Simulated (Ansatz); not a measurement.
# Ag+ with H₂S: structure and interaction energy

The task here is to estimate one member of a computed series from the others.

Program: Ansatz 0.2.0, Gaussian basis. Level of theory: PBE0-D4 structure, single points in def2-TZVPPD. These are calculated values, not measurements.

Levels: PBE-D4, revPBE-D4, BLYP-D4, r2SCAN-D4, B97M-V, PBE0-D4, B3LYP-D4, HSE06-D4, wB97X-V, wB97M-V, B2PLYP, Hartree-Fock, MP2, CCSD, CCSD(T). The reference is CCSD(T) extrapolated to the basis limit. For elements past Ar these valence bases correlate outer-core shells poorly, so that limit is rough.

Correlated methods freeze the cores. Filled d shells of the heavier atoms are correlated. Core potentials replace the inner electrons past krypton, and spin-orbit coupling is left out. B3LYP uses VWN-RPA correlation. B2PLYP carries no dispersion term here.

163 further runs of the same task are left out: 163 set aside as unsound or not needed.

**The system as given**

The pair, from a GFN2-xTB docking trial: 4 atoms, charge 1, spin multiplicity 1.

Atoms are counted from 1 here; the program's logs count them from 0.

Bond lengths: Ag1–S2 2.536 Å, S2–H3 1.341 Å, S2–H4 1.337 Å. Angles: Ag1–S2–H3 100.4°, Ag1–S2–H4 100.4°, H3–S2–H4 92.4°.

Geometry (Å):

| atom | x (Å) | y (Å) | z (Å) |
| --- | --- | --- | --- |
| Ag1 | -0.1509 | -0.1030 | -2.0640 |
| S2 | 0.1567 | -0.5120 | 0.4203 |
| H3 | -0.9409 | 0.0890 | 0.9026 |
| H4 | 0.9350 | 0.5261 | 0.7411 |

Atoms 1 to 1 are fragment A (Ag+), the rest fragment B (H₂S).

The first run:

File pre/in.yaml:

```yaml
crystal:
  periodic: [false, false, false]
  atoms:
    - {symbol: Ag, position_ang: [-0.150900, -0.103000, -2.064000]}
    - {symbol: S, position_ang: [0.156700, -0.512000, 0.420300]}
    - {symbol: H, position_ang: [-0.940900, 0.089000, 0.902600]}
    - {symbol: H, position_ang: [0.935000, 0.526100, 0.741100]}
basis:
  gaussian: {orbitals: def2-SVP}
total_charge: 1
hamiltonian: {xc: pbe, dispersion: d4}
relax: {f_tol: 0.03, max_steps: 250}
```

Run with:

```bash
> ansatz run in.yaml --threads 2 --pin off --events-out ev --progress --plain --max-ram 5222MiB
```

Among the steps run: A first relaxation in a small basis; Relaxation at PBE0-D4; wB97X-V/def2-TZVPPD; wB97M-V/def2-TZVPPD; B2PLYP/def2-TZVPPD; B97M-V/def2-TZVPPD; CCSD(T)/def2-TZVPPD; MP2/def2-QZVPPD; SPW92/def2-SVP; wB97M-V/def2-SVP; CCSD(T)/def2-SVP; Vibrations of the pair.

One table of the session follows, with a row left open; its other results are not shown here.

```
      method  interaction (meV)
      PBE-D4              -1913
   revPBE-D4              -1752
     BLYP-D4              -1850
   r2SCAN-D4              -1845
      B97M-V              -1686
     PBE0-D4              -1678
    B3LYP-D4              -1687
    HSE06-D4              -1679
     wB97X-V              -1525
     wB97M-V              -1516
      B2PLYP                  ?
Hartree-Fock               -838
         MP2              -1493
        CCSD              -1293
     CCSD(T)              -1370
 CCSD(T)/CBS              -1571
```

**Question.** Estimate the row for B2PLYP.

As computed: interaction (meV): -1543. In the column «interaction (meV)» it lies between CCSD(T)/CBS (-1571) and wB97X-V (-1525).
